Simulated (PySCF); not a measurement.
# C₅H₅NSi: excited states, first hyperpolarisability

Wanted: excited states, first hyperpolarisability for C₅H₅NSi (`N#CC=C=C=C[SiH3]`).

Programs: PySCF 2.14.0, with routines of our own; each step states its level. All values are computed. Atoms count from 0.

### 1 The starting structure

12 atoms, charge 0, multiplicity 1; geometry from: GFN2-xTB.

### 2 Geometry optimisation at PBE0-D3(BJ)/def2-SVP

Job settings and geometry (Å):

```
{"job": {"xc": "PBE0", "basis": "def2-SVP", "d3": "d3bj", "grid": 2, "kind": "geom"}, "charge": 0, "multiplicity": 1}
N      3.118256     2.308983     1.046621
C      2.881372     1.319501     0.514008
C      2.596261     0.109569    -0.137231
C      1.349838    -0.314339    -0.271147
C      0.162443    -0.700922    -0.396322
C     -1.099528    -1.042840    -0.493646
Si    -2.513018     0.008489     0.191810
H      3.440827    -0.450990    -0.519876
H     -1.347457    -1.968761    -0.997764
H     -1.961150     1.090950     0.999334
H     -3.269305     0.522538    -0.952929
H     -3.357340    -0.882865     0.991114
```

Run with:

```sh
> OMP_NUM_THREADS=1 python excited_run.py task.json out
```

The driver reads the jobs from task.json and runs them one after another.

The program printed:

```text
step   0  E = -536.97319234  max force = 0.027248
step   1  E = -536.97597068  max force = 0.002450
step   2  E = -536.97601612  max force = 0.001039
step   3  E = -536.97604195  max force = 0.000950
step   4  E = -536.97605825  max force = 0.000723
step   5  E = -536.97607006  max force = 0.000250
optimisation converged
```

It took 57 s on 1 thread of Arm Neoverse N1, shared host; peak memory 0.61 GiB.

Step by step:

```tsv
step	energy from step 0 (eV)	largest force component (eV/Å)
0	0.0000	1.4011
1	-0.0756	0.1260
2	-0.0768	0.0534
3	-0.0775	0.0489
4	-0.0780	0.0372
5	-0.0783	0.0129
```

Close pairs (by a distance rule), those that changed most:

```tsv
bond	before (Å)	after (Å)	change (Å)
Si6–H9	1.459	1.489	+0.030
Si6–H10	1.465	1.494	+0.029
Si6–H11	1.465	1.494	+0.029
C1–C2	1.403	1.425	+0.022
C5–H8	1.083	1.100	+0.016
C3–C4	1.255	1.270	+0.015
C2–H7	1.083	1.098	+0.014
N0–C1	1.148	1.161	+0.012
```

The final coordinates are the input of the step that follows.

```tsv
at the end point	value
point group (found at 0.08 Å tolerance)	C1
rotational constants (GHz, main isotopes)	5.574, 0.786, 0.695
dipole moment (D)	4.32
```

### 3 Excited states: TDA CAM-B3LYP/def2-TZVPD

Job settings and geometry (Å):

```
{"job": {"kind": "states", "xc": "CAM-B3LYP", "basis": "def2-TZVPD", "tda": true, "soc": true, "nstates": 6, "ntriplets": 5, "nquad": 4}, "charge": 0, "multiplicity": 1}
N      3.081806     2.520476     1.400783
C      2.768323     1.545311     0.855087
C      2.421711     0.339324     0.180054
C      1.166648    -0.071496     0.030954
C     -0.025228    -0.483153    -0.121563
C     -1.280493    -0.873306    -0.251746
Si    -2.726998     0.125914     0.418491
H      3.254218    -0.252532    -0.221510
H     -1.473795    -1.818475    -0.779215
H     -2.200524     1.286656     1.187752
H     -3.567598     0.594217    -0.724547
H     -3.560537    -0.752606     1.292803
```

With the program's defaults for keys left out, this is: TDA CAM-B3LYP/def2-TZVPD excited states, vertical, gas phase, spin-orbit mean-field couplings.

The program printed:

```text
coarse grid: 11216 points
cycle   1  E = -537.5748927775  dE =  9.173e-01  |g| = 4.967e-01  |ddm| = 6.656e+00
cycle   2  E = -537.4673248168  dE =  1.076e-01  |g| = 9.045e-01  |ddm| = 1.508e+00
cycle   3  E = -537.6411722828  dE = -1.738e-01  |g| = 5.575e-02  |ddm| = 7.251e-01
cycle   4  E = -537.6417484653  dE = -5.762e-04  |g| = 4.104e-02  |ddm| = 2.004e-01
cycle   5  E = -537.6421512404  dE = -4.028e-04  |g| = 1.568e-02  |ddm| = 6.210e-02
cycle   6  E = -537.6422130347  dE = -6.179e-05  |g| = 2.583e-03  |ddm| = 1.840e-02
cycle   7  E = -537.6422157033  dE = -2.669e-06  |g| = 9.328e-04  |ddm| = 6.499e-03
final grid: 105824 points
cycle   8  E = -537.6356628046  dE = -1.947e-05  |g| = 2.541e-03  |ddm| = 2.335e-01
cycle   9  E = -537.6356630061  dE = -2.015e-07  |g| = 2.286e-03  |ddm| = 1.586e-02
cycle  10  E = -537.6356642438  dE = -1.238e-06  |g| = 6.893e-04  |ddm| = 3.182e-03
cycle  11  E = -537.6356643423  dE = -9.847e-08  |g| = 2.019e-04  |ddm| = 9.862e-04
cycle  12  E = -537.6356643484  dE = -6.090e-09  |g| = 9.841e-05  |ddm| = 4.562e-04
cycle  13  E = -537.6356643508  dE = -2.432e-09  |g| = 2.494e-05  |ddm| = 1.448e-04
cycle  14  E = -537.6356643510  dE = -1.635e-10  |g| = 8.338e-06  |ddm| = 4.296e-05
converged SCF energy = -537.6356643510

Singlet excitations
state   eV       nm        f     d(h-e)  d(exc)  Lambda  PR(NTO)  |dmu|/D   mu/D   main configurations
  1   3.5267   351.6   0.00006   0.316   2.867   0.552   1.007    0.957    5.659   H-1->L 0.98
  2   5.0232   246.8   0.96175   0.290   3.473   0.814   1.231    0.436    4.285   H->L 0.89
  3   5.7887   214.2   0.00005   0.563   3.292   0.388   1.402    1.747    2.967   H->L+2 0.55, H-2->L 0.14, H->L+1 0.11
  4   5.8522   211.9   0.00017   2.000   3.539   0.318   1.359    6.090    2.235   H-2->L 0.78, H->L+2 0.10
  5   6.5491   189.3   0.00009   0.664   3.904   0.381   1.081                     H->L+1 0.76, H->L+2 0.10
  6   6.6838   185.5   0.03295   0.693   3.664   0.657   1.374                     H-3->L 0.80

Triplet excitations (Tamm-Dancoff)
state   eV     d(h-e)  d(exc)  Lambda  PR(NTO)   main configurations
  1   2.3536   0.168   3.100   0.837   1.058   H->L 0.95
  2   3.1607   0.324   2.857   0.552   1.007   H-1->L 0.98
  3   4.7815   0.187   2.676   0.687   1.358   H-3->L 0.63, H-5->L 0.11, H-8->L 0.10
  4   4.9543   0.054   2.427   0.564   1.016   H-1->L+2 0.56, H-1->L+4 0.17
  5   5.4925   1.175   3.265   0.346   2.090   H-2->L 0.49, H->L+2 0.25
S1 - T1 = 1.1731 eV

Spin-orbit couplings |<S|Hso|T>| (cm-1)
             T1       T2       T3       T4       T5
S0        0.059   11.570    0.109    2.989    5.936
S1        2.881    0.057    6.110    0.320    0.505
S2        0.034    5.439    0.022    0.170   14.265
S3        1.932    0.264    3.923    2.456    0.335
S4        9.368    0.699   10.434    0.652    0.106
S5        3.346    0.134    3.199    0.271    1.350
S6        0.232    3.821    0.394    0.195   17.159
T1 sublevels (cm-1): 0.000 0.002 0.002   radiative rates (1/s): 0.00127 5.89e-05 0.00866
```

Run time: 1.9 min. Hardware: 1 thread of Arm Neoverse N1, shared host; peak memory 1.2 GiB.

In short:

```tsv
quantity	value
S1 less T1	1.17 eV
```

The fields below are evaluated on a grid from the run's orbitals.

Frontier orbitals at CAM-B3LYP/def2-TZVPD, with the share of their density that lies nearest to each atom:

```tsv
orbital	energy (eV)	lies on
HOMO	-8.82	C2, C5 about 23 % each; N0 15 %; C3, C4 about 12 % each
LUMO	-1.99	C5 23 %; C2, C3 about 18 % each; C4 13 %
```

ELF in a plane through or near 10 of the atoms.

Values, 10 rows by 14 columns:
```
0.00 0.00 0.00 0.00 0.00 0.00 0.00 0.00 0.00 0.00 0.00 0.00 0.00 0.00
0.00 0.00 0.38 0.47 0.04 0.00 0.00 0.00 0.06 0.09 0.00 0.00 0.00 0.00
0.00 0.17 0.93 0.92 0.36 0.02 0.00 0.08 1.00 0.99 0.24 0.00 0.00 0.00
0.00 0.19 0.79 0.45 0.73 0.06 0.01 0.04 1.00 0.99 0.26 0.05 0.00 0.00
0.00 0.05 0.60 0.30 0.66 0.07 0.66 0.07 0.31 0.51 0.30 0.26 0.02 0.00
0.00 0.00 0.03 0.39 0.44 0.69 0.89 0.48 0.67 0.88 0.16 0.17 0.01 0.00
0.00 0.00 0.30 0.99 0.75 0.63 0.91 0.35 0.29 0.72 0.05 0.01 0.00 0.00
0.00 0.00 0.10 0.95 0.24 0.09 0.64 0.10 0.93 1.00 0.36 0.00 0.00 0.00
0.00 0.00 0.00 0.00 0.00 0.00 0.02 0.00 0.44 0.74 0.01 0.00 0.00 0.00
0.00 0.00 0.00 0.00 0.00 0.00 0.00 0.00 0.00 0.00 0.00 0.00 0.00 0.00
```
The map spans 12.7 Å across and 9.1 Å up, centred on the molecule. Atoms in the plane (x, y in Å): N0 (-3.7, 1.8), C1 (-3.2, 0.8), C2 (-2.6, -0.5), C3 (-1.2, -0.6), C4 (0.0, -0.8), C5 (1.3, -0.9), Si6 (2.5, 0.6), H7 (-3.2, -1.3), H8 (1.7, -1.9), H9 (1.7, 1.8).

On the surface of density 0.002 e/bohr³ the electrostatic potential runs, from the 1st to the 99th percentile, from -1.76 V near N0 to 1.58 V near H8.

### 4 Excited states: TDDFT CAM-B3LYP/def2-TZVPD

The job, as its differences from that of step 3:

```diff
@@ -1,2 +1,2 @@
-{"job": {"kind": "states", "xc": "CAM-B3LYP", "basis": "def2-TZVPD", "tda": true, "soc": true, "nstates": 6, "ntriplets": 5, "nquad": 4}, "charge": 0, "multiplicity": 1}
+{"job": {"kind": "states", "xc": "CAM-B3LYP", "basis": "def2-TZVPD", "tpa": true, "nstates": 8, "nquad": 6, "ntriplets": 0}, "charge": 0, "multiplicity": 1}
 N      3.081806     2.520476     1.400783
```

Level: TDDFT CAM-B3LYP/def2-TZVPD excited states, vertical, gas phase, two-photon moments by quadratic response.

The program printed:

```text
coarse grid: 11216 points
cycle   1  E = -537.5748927775  dE =  9.173e-01  |g| = 4.967e-01  |ddm| = 6.656e+00
cycle   2  E = -537.4673248168  dE =  1.076e-01  |g| = 9.045e-01  |ddm| = 1.508e+00
cycle   3  E = -537.6411722828  dE = -1.738e-01  |g| = 5.575e-02  |ddm| = 7.251e-01
cycle   4  E = -537.6417484653  dE = -5.762e-04  |g| = 4.104e-02  |ddm| = 2.004e-01
cycle   5  E = -537.6421512404  dE = -4.028e-04  |g| = 1.568e-02  |ddm| = 6.210e-02
cycle   6  E = -537.6422130347  dE = -6.179e-05  |g| = 2.583e-03  |ddm| = 1.840e-02
cycle   7  E = -537.6422157033  dE = -2.669e-06  |g| = 9.328e-04  |ddm| = 6.499e-03
final grid: 105824 points
cycle   8  E = -537.6356628046  dE = -1.947e-05  |g| = 2.541e-03  |ddm| = 2.335e-01
cycle   9  E = -537.6356630061  dE = -2.015e-07  |g| = 2.286e-03  |ddm| = 1.586e-02
cycle  10  E = -537.6356642438  dE = -1.238e-06  |g| = 6.893e-04  |ddm| = 3.182e-03
cycle  11  E = -537.6356643423  dE = -9.847e-08  |g| = 2.019e-04  |ddm| = 9.862e-04
cycle  12  E = -537.6356643484  dE = -6.090e-09  |g| = 9.841e-05  |ddm| = 4.562e-04
cycle  13  E = -537.6356643508  dE = -2.432e-09  |g| = 2.494e-05  |ddm| = 1.448e-04
cycle  14  E = -537.6356643510  dE = -1.635e-10  |g| = 8.338e-06  |ddm| = 4.296e-05
converged SCF energy = -537.6356643510

Singlet excitations
state   eV       nm        f     d(h-e)  d(exc)  Lambda  PR(NTO)  |dmu|/D   mu/D   delta(TPA)   sigma/GM   main configurations
  1   3.4811   356.2   0.00002   0.311   2.863   0.551   1.021    0.972    5.672        0.38      0.002   H-1->L 0.98
  2   4.6528   266.5   0.70566   0.261   3.413   0.806   1.281    0.444    4.270       15.99      0.127   H->L 0.95
  3   5.7544   215.5   0.00004   0.470   3.277   0.393   1.264    1.482    3.231        2.45      0.030   H->L+2 0.58, H->L+1 0.11, H->L+4 0.11
  4   5.8328   212.6   0.00012   2.098   3.553   0.313   1.242    6.384    2.476        0.98      0.012   H-2->L 0.83
  5   6.5433   189.5   0.00784   0.639   3.828   0.444   1.665    2.602    2.482      605.74      9.501   H->L+1 0.58, H-3->L 0.19
  6   6.5453   189.4   0.02479   0.646   3.671   0.590   2.042    1.956    3.036     1891.16     29.682   H-3->L 0.63, H->L+1 0.18
  7   6.8661   180.6   0.00027   2.657   3.951   0.229   1.019                                            H-4->L 0.88
  8   7.0366   176.2   0.03482   0.248   3.618   0.417   1.024                                            H-1->L+1 0.93
```

Run time: 2.1 min. Hardware: 1 thread of Arm Neoverse N1, shared host; peak memory 1.2 GiB.

### 5 First hyperpolarisability: quadratic response CAM-B3LYP/def2-TZVPD

The job, as its differences from that of step 4:

```diff
@@ -1,2 +1,2 @@
-{"job": {"kind": "states", "xc": "CAM-B3LYP", "basis": "def2-TZVPD", "tpa": true, "nstates": 8, "nquad": 6, "ntriplets": 0}, "charge": 0, "multiplicity": 1}
+{"job": {"kind": "beta", "xc": "CAM-B3LYP", "basis": "def2-TZVPD"}, "charge": 0, "multiplicity": 1}
 N      3.081806     2.520476     1.400783
```

Level: quadratic response CAM-B3LYP/def2-TZVPD first hyperpolarisability, Taylor convention, gas phase.

The program printed:

```text
coarse grid: 11216 points
cycle   1  E = -537.5748927775  dE =  9.173e-01  |g| = 4.967e-01  |ddm| = 6.656e+00
cycle   2  E = -537.4673248168  dE =  1.076e-01  |g| = 9.045e-01  |ddm| = 1.508e+00
cycle   3  E = -537.6411722828  dE = -1.738e-01  |g| = 5.575e-02  |ddm| = 7.251e-01
cycle   4  E = -537.6417484653  dE = -5.762e-04  |g| = 4.104e-02  |ddm| = 2.004e-01
cycle   5  E = -537.6421512404  dE = -4.028e-04  |g| = 1.568e-02  |ddm| = 6.210e-02
cycle   6  E = -537.6422130347  dE = -6.179e-05  |g| = 2.583e-03  |ddm| = 1.840e-02
cycle   7  E = -537.6422157033  dE = -2.669e-06  |g| = 9.328e-04  |ddm| = 6.499e-03
final grid: 105824 points
cycle   8  E = -537.6356628046  dE = -1.947e-05  |g| = 2.541e-03  |ddm| = 2.335e-01
cycle   9  E = -537.6356630061  dE = -2.015e-07  |g| = 2.286e-03  |ddm| = 1.586e-02
cycle  10  E = -537.6356642438  dE = -1.238e-06  |g| = 6.893e-04  |ddm| = 3.182e-03
cycle  11  E = -537.6356643423  dE = -9.847e-08  |g| = 2.019e-04  |ddm| = 9.862e-04
cycle  12  E = -537.6356643484  dE = -6.090e-09  |g| = 9.841e-05  |ddm| = 4.562e-04
cycle  13  E = -537.6356643508  dE = -2.432e-09  |g| = 2.494e-05  |ddm| = 1.448e-04
cycle  14  E = -537.6356643510  dE = -1.635e-10  |g| = 8.338e-06  |ddm| = 4.296e-05
converged SCF energy = -537.6356643510

Lowest singlets (eV, f): 3.4811 0.0000  4.6528 0.7057  5.7544 0.0000

First hyperpolarisability (au)
process     nm      |vector|   parallel      HRS      DR
static         -      277.92     -130.4     103.23   8.088
shg       1907.0      301.69     -143.3     112.49   7.786
eope      1907.0      285.45    -134.47          -       -
shg       1064.0      370.71     -181.0     139.74   7.079
eope      1064.0      303.51    -144.29          -       -
```

Wall time 1.7 min (1 thread of Arm Neoverse N1, shared host); peak memory 1.2 GiB.

### 6 What came out

```
                                                  quantity                                                value
                                               point group                                                   C1
                      rotational constants (main isotopes)                                 5.57, 0.79, 0.69 GHz
             S1 less T1 (step 3, TDA CAM-B3LYP/def2-TZVPD)                                              1.17 eV
                     surface potential, 1st and 99th percentile                                   -1.76 V and 1.58 V
β vector (step 5, quadratic response CAM-B3LYP/def2-TZVPD)  static 278, SHG 1907.0 nm 302, SHG 1064.0 nm 371 au
```

What this shows: Over 5 steps the energy fell by 0.078 eV; of the close pairs, Si6–H9 changed most, 1.459 to 1.489 Å. In step 3, the number of triplets below S1 is 2, and the largest singlet-triplet spin-orbit coupling is S6–T5, 17.16 cm⁻¹. By nearest atom (CAM-B3LYP/def2-TZVPD), the HOMO sits on C2, C5 about 23 % each; N0 15 % and the LUMO on C5 23 %; C2, C3 about 18 % each. In step 4 some excited states are degenerate or nearly so. β grows from 278 au (static) to 371 au for doubling at 1064.0 nm: normal dispersion, which grows as twice the photon energy moves toward the bright states.
